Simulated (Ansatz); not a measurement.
# ClHMgSe: functionals against CCSD(T) at one geometry

Aim: energy, forces and dipole at a structure displaced at random from a GFN2-xTB minimum, from CCSD(T) and from density functionals.

Method: single points in def2-TZVPP; program: Ansatz 0.2.0, Gaussian basis.

Cores are frozen in the correlated methods. Filled d shells of the heavier atoms are correlated. The outer core shell of Li, Na, Mg and K is correlated.

### 1 Where the work starts

SMILES `[Cl][Mg][SeH]`, 4 atoms, charge 0, spin multiplicity 1.

Atoms are counted from 1 here; the program's logs count them from 0.

Bond lengths: Cl1–Mg2 2.136 Å, Mg2–Se3 2.500 Å, Se3–H4 1.350 Å. Angles: Cl1–Mg2–Se3 140.6°, Mg2–Se3–H4 94.7°.

Coordinates:

```xyz
4

Cl   -2.6260    1.0294    0.7570
Mg   -0.8735    0.2452   -0.1789
Se    1.4186   -0.5724    0.3928
H     1.8094   -0.7127   -0.8914
```

### 2 CCSD(T)/def2-TZVPP

The input, run/in.yaml:

```yaml
crystal:
  periodic: [false, false, false]
  atoms:
    - {symbol: Cl, position_ang: [-2.626000, 1.029400, 0.757000]}
    - {symbol: Mg, position_ang: [-0.873500, 0.245200, -0.178900]}
    - {symbol: Se, position_ang: [1.418600, -0.572400, 0.392800]}
    - {symbol: H, position_ang: [1.809400, -0.712700, -0.891400]}
basis:
  gaussian: {orbitals: def2-TZVPP}
correlation: {method: ccsd_t}
output: {forces: true}
```

Launch:

```bash
ansatz run in.yaml --threads 4 --pin off --events-out ev --progress --plain --max-ram 5222MiB
```

### 3 PBE0-D4/def2-TZVPP

run/in.yaml: that of step 2 with these lines changed.

```diff
@@ -9,3 +9,3 @@
   gaussian: {orbitals: def2-TZVPP}
-correlation: {method: ccsd_t}
-output: {forces: true}
+hamiltonian: {xc: pbe0, dispersion: d4}
+output: {forces: true, orbitals: {seedname: orbitals}}
```

### 4 wB97M-V/def2-TZVPP

run/in.yaml: that of step 3 with these lines changed.

```diff
@@ -9,3 +9,3 @@
   gaussian: {orbitals: def2-TZVPP}
-hamiltonian: {xc: pbe0, dispersion: d4}
-output: {forces: true, orbitals: {seedname: orbitals}}
+hamiltonian: {xc: {name: wB97M-V}}
+output: {forces: true}
```

### 5 r2SCAN-D4/def2-TZVPP

run/in.yaml: that of step 4 with these lines changed.

```diff
@@ -9,3 +9,3 @@
   gaussian: {orbitals: def2-TZVPP}
-hamiltonian: {xc: {name: wB97M-V}}
+hamiltonian: {xc: r2scan, dispersion: d4}
 output: {forces: true}
```

### 6 PBE-D4/def2-TZVPP

run/in.yaml: that of step 5 with these lines changed.

```diff
@@ -9,3 +9,3 @@
   gaussian: {orbitals: def2-TZVPP}
-hamiltonian: {xc: r2scan, dispersion: d4}
+hamiltonian: {xc: pbe, dispersion: d4}
 output: {forces: true}
```

### 7 HSE06-D4/def2-TZVPP

run/in.yaml: that of step 6 with these lines changed.

```diff
@@ -9,3 +9,3 @@
   gaussian: {orbitals: def2-TZVPP}
-hamiltonian: {xc: pbe, dispersion: d4}
+hamiltonian: {xc: hse06, dispersion: d4}
 output: {forces: true}
```

### 8 r2SCAN0-D4/def2-TZVPP

run/in.yaml: that of step 7 with these lines changed.

```diff
@@ -9,3 +9,3 @@
   gaussian: {orbitals: def2-TZVPP}
-hamiltonian: {xc: hse06, dispersion: d4}
+hamiltonian: {xc: {name: r2SCAN0}, dispersion: d4}
 output: {forces: true}
```

(Steps that only read results are left out.)

Q: Predict the outcome of this session. Wanted: energy less free atoms, CCSD(T)/def2-TZVPP; RMS force component; RMS force error; HOMO and LUMO, PBE0-D4; T1 diagnostic.

As calculated:

| quantity | value |
| --- | --- |
| energy less free atoms, CCSD(T)/def2-TZVPP | -896.6 kJ/mol |
| RMS force component | 1.408 to 1.563 eV/Å over the methods |
| RMS force error | PBE0-D4 0.072, wB97M-V 0.033, r2SCAN-D4 0.045, PBE-D4 0.169, HSE06-D4 0.071, r2SCAN0-D4 0.063 eV/Å |
| HOMO and LUMO, PBE0-D4 | -6.89 and -2.38 eV |
| T1 diagnostic | 0.008 |

What this shows: Against CCSD(T) the functionals' energies less atoms differ by -61.2 to -20.0 kJ/mol, PBE-D4 by -34.9 kJ/mol. A larger basis would deepen the CCSD(T) value, while the functionals are nearly converged already, so the order here is not reliable. For forces wB97M-V does best and PBE-D4 worst. Frozen-core CCSD(T) forces in triple zeta carry basis errors of their own, and this is one geometry, so small gaps rank nothing.
